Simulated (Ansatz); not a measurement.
# C₂H₉GaGeO: up Jacob's ladder to CCSD(T)

An exercise on one series of results from a longer session: the logs are not shown, and one member is left open.

Computed with Ansatz 0.2.0, Gaussian basis. Level: functionals in def2-TZVPP, the program's frozen cores in correlated methods.

Plan: LDA (SPW92), PBE-D4, revPBE-D4, BLYP-D4, r2SCAN-D4, B97M-V, PBE0-D4, B3LYP-D4, r2SCANh-D4, r2SCAN0-D4, HSE06-D4, BHLYP-D4, CAM-B3LYP-D4, LC-ωPBE, ωB97X-V, ωB97M-V, B2PLYP, PBE-QIDH; CCSD(T)/def2-SVP; MP2/def2-TZVPP; MP2/def2-QZVPP; RPA on PBE.

**The geometry**

All runs share one geometry, relaxed beforehand with PBE0-D4 in a triple-zeta def2 set.

SMILES `[CH3][GeH2][O][CH2][GaH2]`, 14 atoms, charge 0, spin multiplicity 1.

Atoms are counted from 1 here; the program's logs count them from 0.

Bond lengths: C1–Ge2 1.941 Å, C1–H6 1.092 Å, C1–H7 1.090 Å, C1–H8 1.091 Å, Ge2–O3 1.801 Å, Ge2–H9 1.542 Å, Ge2–H10 1.535 Å, O3–C4 1.460 Å, C4–Ga5 1.968 Å, C4–H11 1.093 Å, C4–H12 1.091 Å, Ga5–H13 1.566 Å, Ga5–H14 1.568 Å. Angles: Ge2–C1–H6 110.2°, Ge2–C1–H7 110.0°, Ge2–C1–H8 110.0°, H6–C1–H7 108.9°, H6–C1–H8 108.6°, H7–C1–H8 109.0°, C1–Ge2–O3 107.8°, C1–Ge2–H9 111.9°, C1–Ge2–H10 113.8°, O3–Ge2–H9 106.7°, O3–Ge2–H10 104.1°, H9–Ge2–H10 112.0°, Ge2–O3–C4 119.6°, O3–C4–Ga5 79.2°, O3–C4–H11 111.8°, O3–C4–H12 110.4°, Ga5–C4–H11 118.1°, Ga5–C4–H12 122.2° and more.

The first run:

in.yaml

```yaml
crystal:
  periodic: [false, false, false]
  atoms:
    - {symbol: C, position_ang: [-1.992922, 1.057280, 0.771941]}
    - {symbol: Ge, position_ang: [-0.578472, 1.090210, -0.557379]}
    - {symbol: O, position_ang: [0.776819, 0.075163, 0.056902]}
    - {symbol: C, position_ang: [0.593759, -1.366439, 0.193559]}
    - {symbol: Ga, position_ang: [2.476215, -1.285242, -0.375915]}
    - {symbol: H, position_ang: [-2.846530, 1.645133, 0.429583]}
    - {symbol: H, position_ang: [-1.631226, 1.473514, 1.712490]}
    - {symbol: H, position_ang: [-2.322440, 0.031253, 0.940248]}
    - {symbol: H, position_ang: [-1.028579, 0.465548, -1.892957]}
    - {symbol: H, position_ang: [0.052346, 2.475576, -0.754983]}
    - {symbol: H, position_ang: [-0.143688, -1.751615, -0.516041]}
    - {symbol: H, position_ang: [0.306519, -1.617218, 1.215227]}
    - {symbol: H, position_ang: [3.587945, -1.032197, 0.697360]}
    - {symbol: H, position_ang: [2.750254, -1.260957, -1.920043]}
basis:
  gaussian: {orbitals: def2-TZVPP}
hamiltonian: {xc: lda}
output: {orbitals: {seedname: orbitals}}
```

Among the steps run: LDA; PBE-D4 (GGA); revPBE-D4 (GGA); BLYP-D4 (GGA); r2SCAN-D4 (meta-GGA); B97M-V (meta-GGA); PBE0-D4 (hybrid); B3LYP-D4 (hybrid); r2SCANh-D4 (hybrid); r2SCAN0-D4 (hybrid); HSE06-D4 (hybrid); BHLYP-D4 (hybrid); CAM-B3LYP-D4 (range-separated); LC-ωPBE (range-separated); ωB97X-V (range-separated); ωB97M-V (range-separated); B2PLYP (double hybrid); PBE-QIDH (double hybrid).

One table of the session follows, with a row left open; its other results are not shown here.

It belongs to the step «Frontier levels by functional». 

| functional | HOMO (eV) | gap (eV) |
| --- | --- | --- |
| LDA (SPW92) | -5.85 | 4.13 |
| PBE-D4 | -5.70 | 4.24 |
| revPBE-D4 | -5.63 | 4.30 |
| BLYP-D4 | -5.58 | 4.21 |
| r2SCAN-D4 | -5.93 | 4.77 |
| B97M-V | -6.04 | 4.66 |
| PBE0-D4 | -6.90 | 6.27 |
| B3LYP-D4 | -6.71 | 5.83 |
| r2SCANh-D4 | -6.38 | 5.51 |
| r2SCAN0-D4 | -7.06 | 6.61 |
| HSE06-D4 | -6.50 | 5.50 |
| BHLYP-D4 | -8.04 | 8.20 |
| CAM-B3LYP-D4 | -8.26 | 8.55 |
| LC-ωPBE | -9.58 | 11.06 |
| ωB97X-V | -9.24 | 10.55 |
| ωB97M-V | ? | ? |

Estimate the missing values for ωB97M-V.

The run gave: HOMO (eV): -9.13; gap (eV): 10.19. In the column «HOMO (eV)» it lies between ωB97X-V (-9.24) and CAM-B3LYP-D4 (-8.26).
